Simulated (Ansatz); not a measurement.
# VN2: the cost of one run

Program: Ansatz 0.2.0. Level of theory: DFT PBE, scalar-relativistic, plane waves, PAW. These are calculated values, not measurements.

4 further runs of the same task are left out: 4 set aside as unsound or not needed.

### 1 The system as given

Symmetry: I4/mcm, No. 140, tetragonal system. The conventional cell has a = 4.303 Å, b = 4.303 Å, c = 4.989 Å, α = 90.00°, β = 90.00°, γ = 90.00°. V (site symmetry 422) is surrounded by 8 N at 2.14 Å. Around N (site symmetry m2m) lie 1 N at 1.38 Å.

As a file:

```xyz
6
Lattice="-2.1513 2.1513 2.4946 2.1513 -2.1513 2.4946 2.1513 2.1513 -2.4946" Properties=species:S:1:pos:R:3 pbc="T T T"
V     0.0000    0.0000    1.2473
V     0.0000    0.0000    3.7419
N     2.6400    0.4887    0.0000
N     1.6626    0.4887    2.4946
N    -0.4887    1.6626    2.4946
N     0.4887    1.6626    0.0000
```

This cell was relaxed beforehand with the same method: volume 7.70 Å³/atom, gap on the mesh none (metal).

### 2 Optical spectrum

input.yaml reads:

```yaml
crystal:
  lattice:
    - [-2.1513038808, 2.1513038808, 2.4945854847]
    - [2.1513038808, -2.1513038808, 2.4945854847]
    - [2.1513038808, 2.1513038808, -2.4945854847]
  atoms:
    - { symbol: V, position: [0.25, 0.25, 0.0] }
    - { symbol: V, position: [0.75, 0.75, 0.0] }
    - { symbol: "N", position: [0.1135741936, 0.6135741936, 0.7271483873] }
    - { symbol: "N", position: [0.6135741936, 0.8864258064, 0.5] }
    - { symbol: "N", position: [0.8864258064, 0.3864258064, 0.2728516127] }
    - { symbol: "N", position: [0.3864258064, 0.1135741936, 0.5] }
basis:
  ecutwfc: 420
kpoints:
  mp_grid: { grid: [12, 12, 12] }
hamiltonian:
  xc: pbe
scf:
  occupations: { method: fermi_dirac, width: 0.15 }
  n_extra_bands: 24
output:
  eigenvalues: true
  optics: { e_range: [0, 14], sigma: 0.1, nscf_kmesh: { grid: [20, 20, 20] } }
checkpoint:
  read: start.run
  write: ck
  compress: false
  write_wavefunctions: false
  write_every: 100000
```

Run with:

```
$ ansatz run input.yaml --threads 2 --pin off --max-ram 7168MiB --backend cpu --events-out ev --progress --plain --runs-dir out
```

**Question.** How long does this run take on 2 threads of Intel Xeon Platinum 8488C (Sapphire Rapids), shared host, and how much memory does it need?

About 2.5 min, with a peak of 5.3 GiB.
